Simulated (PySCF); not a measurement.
# GdH8N4 (Gd(NH2)4-): the cost of one run

Computed with PySCF 2.14.0. Level: several levels, as the steps say, no spin–orbit coupling.

4 further runs of the same task are left out: 2 for a known fault of the program, 2 that didn't finish.

## (1) The system as given

13 atoms, charge -1, spin multiplicity 1.

Bond lengths: Gd1–N2 2.286 Å, Gd1–N5 2.286 Å, Gd1–N8 2.286 Å, Gd1–N11 2.286 Å, N2–H3 1.032 Å, N2–H4 1.029 Å, N5–H6 1.029 Å, N5–H7 1.031 Å, N8–H9 1.029 Å, N8–H10 1.032 Å, N11–H12 1.031 Å, N11–H13 1.029 Å. Angles: N2–Gd1–N5 111.1°, N2–Gd1–N8 106.2°, N2–Gd1–N11 111.2°, N5–Gd1–N8 111.2°, N5–Gd1–N11 106.2°, N8–Gd1–N11 111.1°, Gd1–N2–H3 123.2°, Gd1–N2–H4 131.7°, H3–N2–H4 104.9°, Gd1–N5–H6 131.6°, Gd1–N5–H7 123.3°, H6–N5–H7 104.9°, Gd1–N8–H9 131.7°, Gd1–N8–H10 123.2°, H9–N8–H10 104.9°, Gd1–N11–H12 123.3°, Gd1–N11–H13 131.6°, H12–N11–H13 104.9°.

Coordinates:

```csv
atom,x (Å),y (Å),z (Å)
Gd1,0.0001,0.0000,0.0000
N2,1.3734,1.3491,1.2329
H3,2.2440,1.0167,1.6751
H4,1.3494,2.3606,1.4219
N5,-1.3732,-1.2329,1.3492
H6,-1.3492,-1.4203,2.3612
H7,-2.2445,-1.6745,1.0180
N8,1.3734,-1.3491,-1.2329
H9,1.3494,-2.3606,-1.4219
H10,2.2440,-1.0167,-1.6751
N11,-1.3732,1.2329,-1.3492
H12,-2.2445,1.6745,-1.0180
H13,-1.3492,1.4203,-2.3612
```

Formal oxidation states: Gd +3. Each metal's 7 4f electrons lie in its core potential, so multiplicities, spins and levels count the valence alone. An earlier session relaxed this geometry at PBE, Gd lcecp-1-SVP with ECP53, N def2-SVP, H def2-SVP (singlet, point group S4).

At PBE on the finer grid: E = -259.438147 Eh, HOMO 0.20 eV, LUMO 3.27 eV, Mulliken charge on Gd1 +0.39 e, largest force component 0.016 eV/Å. The highest filled level lies above zero; it isn't the detachment energy.

Levels to run: TPSSh; r2SCAN; BP86; PBE0; PBE, TZVP. Hardware: 2 threads of Arm Neoverse V2, shared host.

## (2) TPSSh

The input, run.py (the lines that set the calculation):

```python
mol = gto.M(atom='''
Gd     0.00006     0.00000     0.00000
N      1.37339     1.34906     1.23294
H      2.24404     1.01672     1.67515
H      1.34939     2.36063     1.42185
N     -1.37317    -1.23286     1.34922
H     -1.34920    -1.42025     2.36116
H     -2.24448    -1.67450     1.01798
N      1.37339    -1.34906    -1.23294
H      1.34939    -2.36063    -1.42185
H      2.24404    -1.01672    -1.67515
N     -1.37317     1.23286    -1.34922
H     -2.24448     1.67450    -1.01798
H     -1.34920     1.42025    -2.36116''',
    basis={'Gd': 'lcecp-1-SVP', 'N': 'def2-SVP', 'H': 'def2-SVP'},
    ecp={'Gd': 'lcecp-1-SVP'},
    charge=-1, spin=0)
mf = dft.RKS(mol, xc='TPSSH')
mf.grids.atom_grid = (75, 302)  # f atoms: unpruned, at least (60, 302)
mf = mf.density_fit()  # fitting sets: Gd AutoAux, N def2-universal-JKFIT, H def2-universal-JKFIT
mf.conv_tol = 1e-08; mf.max_cycle = 55
mf.kernel(dm0)  # dm0: the density of the relaxed state
```

Launch:

```console
> OMP_NUM_THREADS=2 python run.py
```

**Question.** How long does this run take on 2 threads of Arm Neoverse V2, shared host?

About 17 s.
